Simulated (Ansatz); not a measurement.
**C2H10BNSi: a ladder of functionals and wavefunction methods**

The task here is to estimate one member of a computed series from the others.

Computed with Ansatz 0.2.0, Gaussian basis. Level: functionals in def2-TZVPP, the program's frozen cores in correlated methods.

Plan: PBE-D4, r2SCAN-D4, PBE0-D4, B3LYP-D4, ωB97X-V, ωB97M-V, B2PLYP; CCSD(T)/def2-TZVPP; MP2/def2-QZVPP; extrapolation to the limit.

### The geometry

An earlier PBE0-D4 in a triple-zeta def2 set relaxation fixed the geometry.

SMILES `CBNC[SiH3]`, 15 atoms, charge 0, spin multiplicity 1.

Atoms are counted from 1 here; the program's logs count them from 0.

Bond lengths: C1–B2 1.568 Å, C1–H6 1.095 Å, C1–H7 1.094 Å, C1–H8 1.095 Å, B2–N3 1.391 Å, B2–H9 1.203 Å, N3–C4 1.451 Å, N3–H10 1.010 Å, C4–Si5 1.890 Å, C4–H11 1.097 Å, C4–H12 1.093 Å, Si5–H13 1.486 Å, Si5–H14 1.489 Å, Si5–H15 1.489 Å. Angles: B2–C1–H6 110.4°, B2–C1–H7 114.3°, B2–C1–H8 110.5°, H6–C1–H7 107.8°, H6–C1–H8 105.5°, H7–C1–H8 107.9°, C1–B2–N3 121.7°, C1–B2–H9 121.4°, N3–B2–H9 116.8°, B2–N3–C4 127.1°, B2–N3–H10 119.0°, C4–N3–H10 113.9°, N3–C4–Si5 112.0°, N3–C4–H11 111.1°, N3–C4–H12 108.3°, Si5–C4–H11 109.9°, Si5–C4–H12 108.9°, H11–C4–H12 106.4° and more.

Set-up of the first run:

Input file in.yaml:

```yaml
crystal:
  periodic: [false, false, false]
  atoms:
    - {symbol: C, position_ang: [-1.856029, -1.896265, -0.310440]}
    - {symbol: B, position_ang: [-0.731826, -0.904602, -0.771668]}
    - {symbol: N, position_ang: [0.249818, -0.452217, 0.104239]}
    - {symbol: C, position_ang: [1.316552, 0.486527, -0.187065]}
    - {symbol: Si, position_ang: [1.124001, 2.099972, 0.777941]}
    - {symbol: H, position_ang: [-2.845274, -1.455627, -0.475590]}
    - {symbol: H, position_ang: [-1.791742, -2.190797, 0.741236]}
    - {symbol: H, position_ang: [-1.835912, -2.808065, -0.916997]}
    - {symbol: H, position_ang: [-0.677972, -0.499457, -1.903394]}
    - {symbol: H, position_ang: [0.228158, -0.761473, 1.065345]}
    - {symbol: H, position_ang: [2.299237, 0.044461, 0.018152]}
    - {symbol: H, position_ang: [1.294673, 0.708466, -1.257011]}
    - {symbol: H, position_ang: [-0.121448, 2.795446, 0.361877]}
    - {symbol: H, position_ang: [1.032971, 1.789859, 2.231916]}
    - {symbol: H, position_ang: [2.293093, 2.992973, 0.550658]}
basis:
  gaussian: {orbitals: def2-TZVPP}
hamiltonian: {xc: pbe, dispersion: d4}
output: {forces: true, orbitals: {seedname: orbitals}}
```

On the command line:

```
> ansatz run in.yaml --threads 4 --pin off --events-out ev --progress --plain --max-ram 10444MiB
```

Steps of the session up to this table: PBE-D4 (GGA); r2SCAN-D4 (meta-GGA); PBE0-D4 (hybrid); B3LYP-D4 (hybrid); ωB97X-V (range-separated); ωB97M-V (range-separated); B2PLYP (double hybrid); CCSD(T) in def2-TZVPP; MP2 in def2-QZVPP.

One table of the session follows, with a row left open; its other results are not shown here.

| method | atomisation energy (kJ/mol) |
| --- | --- |
| PBE-D4 | 5510.9 |
| r2SCAN-D4 | 5453.0 |
| PBE0-D4 | 5455.7 |
| B3LYP-D4 | 5472.1 |
| ωB97X-V | 5469.4 |
| ωB97M-V | 5470.2 |
| B2PLYP | ? |
| HF/def2-TZVPP | 4107.4 |
| MP2/def2-TZVPP | 5341.0 |
| CCSD/def2-TZVPP | 5253.0 |
| CCSD(T)/def2-TZVPP | 5312.3 |
| MP2/CBS | 5465.4 |
| CCSD(T)/CBS | 5436.7 |

Estimate the missing values for B2PLYP.

As computed: atomisation energy (kJ/mol): 5401.5. In the column «atomisation energy (kJ/mol)» it lies between MP2/def2-TZVPP (5341.0) and CCSD(T)/CBS (5436.7).
